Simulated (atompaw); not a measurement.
**Pseudopotential generation for holmium: PAW (atompaw), LDA (PW92)**

Do these settings give a usable potential? It is generated, then checked for scattering, ghosts and hardness.

Method: atompaw 4.2.0.5, LDA (PW92), scalar-relativistic.

**1. The atom and the settings**

Typed settings, in words:

| Item | Value |
| --- | --- |
| element | holmium (Ho, Z = 67) |
| type | PAW |
| frozen core | [Kr] 4d10 4f10 |
| valence charge | 11 |
| reference configuration | 5s2 5p6 5d1 6s2 6p0 |
| partial waves | 5s (bound): rc 2.05 bohr; 6s (bound): rc 2.65 bohr; 5p (bound): rc 1.85 bohr; 6p (bound, empty): rc 2.60 bohr; 5d (bound): rc 2.65 bohr; 5d channel at 0.8 Ry: rc 2.65 bohr |
| local potential | bessel scheme, radius 2.25 bohr |
| core correction | smooth core density matched at 1.80 bohr |
| augmentation charge | sinc compensation charge, radius 2.35 bohr; PAW radius 2.65 bohr; waves and projectors: custom rrkj gramschmidtortho |

An earlier all-electron run gives the scale for the radii.

All-electron outer shells of the reference configuration (LDA (PW92), scalar-relativistic, ld1.x):

```json
{"shell": "4d", "level (eV)": "-166.15", "outermost node (bohr)": "0.25", "outermost maximum (bohr)": "0.52"}
{"shell": "5s", "level (eV)": "-54.54", "outermost node (bohr)": "0.61", "outermost maximum (bohr)": "1.13"}
{"shell": "5p", "level (eV)": "-29.25", "outermost node (bohr)": "0.66", "outermost maximum (bohr)": "1.28"}
{"shell": "4f", "level (eV)": "-9.56", "outermost node (bohr)": "–", "outermost maximum (bohr)": "0.52"}
{"shell": "6s", "level (eV)": "-4.48", "outermost node (bohr)": "1.52", "outermost maximum (bohr)": "3.18"}
{"shell": "5d", "level (eV)": "-2.36", "outermost node (bohr)": "0.74", "outermost maximum (bohr)": "1.91"}
{"shell": "6p", "level (eV)": "-1.39", "outermost node (bohr)": "1.83", "outermost maximum (bohr)": "4.46"}
```

**2. Generating the potential**

The input, Ho.input:

```
Ho 67
LDA-PW scalarrelativistic loggrid 2001 logderivrange -6 5 276
6 6 5 4 0 0
6 1 0
5 2 1
4 3 10
0 0 0
c
c
c
c
v
v
c
c
c
v
v
c
c
v
c
2
2.65 2.35 2.25 1.80
n
n
y
0.8
n
custom rrkj gramschmidtortho sinc
bessel
2.05
2.65
1.85
2.60
2.65
2.65
PWSCFOUT
UPFDX 0.0125d0 UPFXMIN -7.d0 UPFZMESH 67.d0
END
```

Run with:

```
$ atompaw < Ho.input > Ho.log
```

Q: Predict the outcome of this session. Wanted: cutoffs for 10 and 1 mRy, occupied levels; bound ghosts; largest phase difference near zero energy, channels read; lowest eigenvalue of the overlap; share of valence orbitals outside the PAW sphere; UPF file.

As calculated:

| quantity | value |
| --- | --- |
| cutoffs for 10 and 1 mRy, occupied levels | 25 Ry and 40 Ry |
| bound ghosts | none found |
| largest phase difference near zero energy, channels read | 0.019 rad |
| lowest eigenvalue of the overlap (Bessel basis) | 0.032 (p) |
| share of valence orbitals outside the PAW sphere | 5s 1 %, 6s 81 %, 5p 3 %, 6p 95 %, 5d 45 % |
| UPF file | written |

**Reading.** By its cutoff, 25 Ry for the looser tolerance, it is soft on the atom at that tolerance. The slowest occupied level is 5p: taken alone it needs 25 Ry to come within 1 mRy, against 15 Ry for 5s. No bound ghost shows below the valence levels. Near zero energy the phases of the channels with partial waves agree within 0.019 rad. Note that the frozen 4f shell (-10 eV) lies higher than the valence 5s shell (-55 eV).
